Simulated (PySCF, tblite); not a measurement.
# C₄H₁₃NOSi: geometry, infrared bands and NMR shifts

Wanted: the infrared bands and NMR shifts of C₄H₁₃NOSi (`CCCO[SiH2]NC`), by calculation.

Programs: tblite 0.8.0 and PySCF 2.14.0, with density-fitted response routines of our own. Each step states its level of theory. These are calculated values for one molecule in the gas phase, unless marked as measured. Atoms count from 0, in the outputs and in this text.

## (1) The starting structure

20 atoms, charge 0, multiplicity 1; geometry from: force field or distance geometry start.

Bonds of the start (Å): C0–C1 1.51, C1–C2 1.52, C2–O3 1.40, O3–Si4 1.69, Si4–N5 1.78, N5–C6 1.43, C0–H7 1.11, C0–H8 1.12, C0–H9 1.11, C1–H10 1.12, C1–H11 1.10, C2–H12 1.11, C2–H13 1.10, Si4–H14 1.48, Si4–H15 1.49, N5–H16 1.05, C6–H17 1.11, C6–H18 1.12, C6–H19 1.12.

## (2) Geometry optimisation with GFN2-xTB

What the job is given:

```
{"job": {"kind": "relax", "xc": "GFN2-xTB", "basis": "xTB"}, "charge": 0, "multiplicity": 1}
C     -2.162700    -0.185400     1.354000
C     -2.271600    -0.467000    -0.126600
C     -0.925900    -0.412200    -0.837700
O     -0.325400     0.847200    -0.760600
Si     1.170300     0.936400    -1.550500
N      2.457900    -0.036600    -0.796700
C      2.415400    -0.018900     0.629900
H     -2.135600     0.897900     1.611200
H     -1.243500    -0.646100     1.802400
H     -3.048800    -0.628900     1.864200
H     -2.658200    -1.509700    -0.209700
H     -3.004100     0.155900    -0.661800
H     -1.160000    -0.602000    -1.906500
H     -0.235200    -1.205700    -0.525800
H      1.520900     2.368300    -1.655600
H      0.959500     0.344900    -2.896400
H      3.374400     0.247300    -1.215400
H      3.447300     0.110200     1.012600
H      2.068300    -0.989400     1.056300
H      1.752000     0.804400     0.990100
```

Launch:

```bash
$ OMP_NUM_THREADS=1 python probes_run.py task.json out
```

One launch serves the whole session: the jobs run in the order shown.

**Question.** This job is followed by: GFN2-xTB harmonic vibrations, gas phase; GIAO PBE0/pcSseg-1 NMR shielding, non-relativistic, gas phase. What will the session give for the following? strongest single infrared mode (GFN2-xTB); zero-point energy (GFN2-xTB); 13C shifts against TMS (PBE0/pcSseg-1); 1H shifts against TMS (PBE0/pcSseg-1, means over atoms taken as alike); 17O shifts against H2O (PBE0/pcSseg-1); 29Si shifts against TMS (PBE0/pcSseg-1); 15N shifts against NH3 (PBE0/pcSseg-1); surface potential, 1st and 99th percentile.

As calculated:

| quantity | value |
| --- | --- |
| strongest single infrared mode (GFN2-xTB) | 2232 cm⁻¹, 408 km/mol |
| zero-point energy (GFN2-xTB) | 105.2 kcal/mol |
| 13C shifts against TMS (PBE0/pcSseg-1) | 66.5, 30.1, 29.9, 13.4 ppm |
| 1H shifts against TMS (PBE0/pcSseg-1, means over atoms taken as alike) | 4.88, 3.94, 2.80, 1.61, 1.19, -0.02 ppm |
| 17O shifts against H2O (PBE0/pcSseg-1) | 36.5 ppm |
| 29Si shifts against TMS (PBE0/pcSseg-1) | -35.4 ppm |
| 15N shifts against NH3 (PBE0/pcSseg-1) | 30.5 ppm |
| surface potential, 1st and 99th percentile | -1.20 V and 1.33 V |

Over 98 steps the energy fell by 0.772 eV; of the close pairs, O3–Si4 changed most, 1.694 to 1.617 Å. No mode is imaginary among the 54: a minimum at this level. The strongest single mode, at 2232 cm⁻¹, moves mainly H15. GFN2-xTB is a fitted tight-binding method: band positions and strengths are rough. Its intensities can rank the bands wrongly.
